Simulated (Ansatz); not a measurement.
# Al4CoNi3: the cost of one run

Method: DFT PBE, scalar-relativistic, plane waves, PAW, in Ansatz 0.2.0.

1 further run of the same task is left out (it didn't finish).

### 1 The system as given

It takes space group P4/mmm (No. 123, tetragonal). Conventional cell: a = 4.177 Å, b = 4.177 Å, c = 5.908 Å, α = 90.00°, β = 90.00°, γ = 90.00°. Al (site symmetry 2mm) has 6 Ni at 2.56 Å and 2 Co at 2.56 Å as nearest neighbours. Co (site symmetry 4/mmm) has 8 Al at 2.56 Å as nearest neighbours. Ni (site symmetry 4/mmm) has 8 Al at 2.56 Å as nearest neighbours.

Coordinates:

```cif
data_structure
_symmetry_space_group_name_H-M 'P 1'
_symmetry_Int_Tables_number 1
_cell_length_a 4.1773
_cell_length_b 4.1773
_cell_length_c 5.9076
_cell_angle_alpha 90.000
_cell_angle_beta 90.000
_cell_angle_gamma 90.000
_cell_volume 103.09
loop_
_atom_site_label
_atom_site_type_symbol
_atom_site_fract_x
_atom_site_fract_y
_atom_site_fract_z
_atom_site_occupancy
Al1 Al 0.00000 0.50000 0.75000 1
Al2 Al 0.00000 0.50000 0.25000 1
Al3 Al 0.50000 0.00000 0.75000 1
Al4 Al 0.50000 0.00000 0.25000 1
Co1 Co 0.50000 0.50000 0.50000 1
Ni1 Ni 0.00000 0.00000 0.00000 1
Ni2 Ni 0.00000 0.00000 0.50000 1
Ni3 Ni 0.50000 0.50000 0.00000 1
```

The start is an ordering of an alloy on its end members' structure types: elements ordered on the sites of the AlNi type, Ni/Co on Ni (P4/mmm, No. 123).

### 2 The guess as it stands, on a coarse mesh

input.yaml reads:

```yaml
crystal:
  lattice:
    - [4.17731835, 0.0, 0.0]
    - [0.0, 4.17731835, 0.0]
    - [0.0, 0.0, 5.90762027]
  atoms:
    - { symbol: Al, position: [0.0, 0.5, 0.75] }
    - { symbol: Al, position: [0.0, 0.5, 0.25] }
    - { symbol: Al, position: [0.5, 0.0, 0.75] }
    - { symbol: Al, position: [0.5, 0.0, 0.25] }
    - { symbol: Co, position: [0.5, 0.5, 0.5], spin: 3.0 }
    - { symbol: Ni, position: [0.0, 0.0, 0.0], spin: 2.0 }
    - { symbol: Ni, position: [0.0, 0.0, 0.5], spin: 2.0 }
    - { symbol: Ni, position: [0.5, 0.5, 0.0], spin: 2.0 }
basis:
  ecutwfc: 420
kpoints:
  mp_grid: { grid: [4, 4, 4] }
hamiltonian:
  xc: pbe
scf:
  occupations: { method: gaussian, width: 0.1 }
  lower_state_search: "off"
output:
  forces: true
  stress: true
  eigenvalues: true
  populations: true
magnetization:
  spin_polarized: true
```

Launch:

```bash
> ansatz run input.yaml --threads 1 --pin off --max-ram 2560MiB --backend cpu --events-out ev --progress --plain --runs-dir out
```

Q: Estimate wall time and peak memory on 1 thread of Intel Xeon 6975P-C (Granite Rapids), shared host.

About 13 s, with a peak of 0.53 GiB.
